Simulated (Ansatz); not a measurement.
# SnTe: the cost of one run

Computed with Ansatz 0.2.0 (DFT PBEsol, scalar-relativistic, plane waves, PAW, unless a step's input says otherwise).

## 1. Starting point

It takes space group Fm-3m (No. 225, cubic). The conventional cell has a = 6.313 Å, b = 6.313 Å, c = 6.313 Å, α = 90.00°, β = 90.00°, γ = 90.00°. Sn (site symmetry m-3m) is surrounded by 6 Te at 3.16 Å. Te (site symmetry m-3m) has 6 Sn at 3.16 Å in its first shell of neighbours.

As a file:

```cif
data_structure
_symmetry_space_group_name_H-M 'Fm-3m'
_symmetry_Int_Tables_number 225
_cell_length_a 6.3130
_cell_length_b 6.3130
_cell_length_c 6.3130
_cell_angle_alpha 90.000
_cell_angle_beta 90.000
_cell_angle_gamma 90.000
_cell_volume 251.60
loop_
_atom_site_label
_atom_site_type_symbol
_atom_site_symmetry_multiplicity
_atom_site_Wyckoff_symbol
_atom_site_fract_x
_atom_site_fract_y
_atom_site_fract_z
_atom_site_occupancy
Sn1 Sn 4 a 0.00000 0.00000 0.00000 1
Te1 Te 4 b 0.50000 0.00000 0.00000 1
```

The structure comes from the Crystallography Open Database.

## 2. Quick check of gap, pressure and forces

Contents of input.yaml:

```yaml
crystal:
  lattice:
    - [0.0, 3.1565, 3.1565]
    - [3.1565, 0.0, 3.1565]
    - [3.1565, 3.1565, 0.0]
  atoms:
    - { symbol: Sn, position: [0.0, 0.0, 0.0] }
    - { symbol: Te, position: [0.5, 0.5, 0.5] }
basis:
  ecutwfc: 420
kpoints:
  mp_grid: { grid: [6, 6, 6] }
hamiltonian:
  xc: pbesol
scf:
  occupations: { method: gaussian, width: 0.1 }
output:
  forces: true
  stress: true
  eigenvalues: true
```

Launch:

```
ansatz run input.yaml --threads 1 --pin off --max-ram 2560MiB --backend cpu --events-out ev --progress --plain --runs-dir out
```

What time and memory should one allow on 1 thread of Arm Neoverse V2, shared host?

About 1.4 s, with a peak of 0.31 GiB.
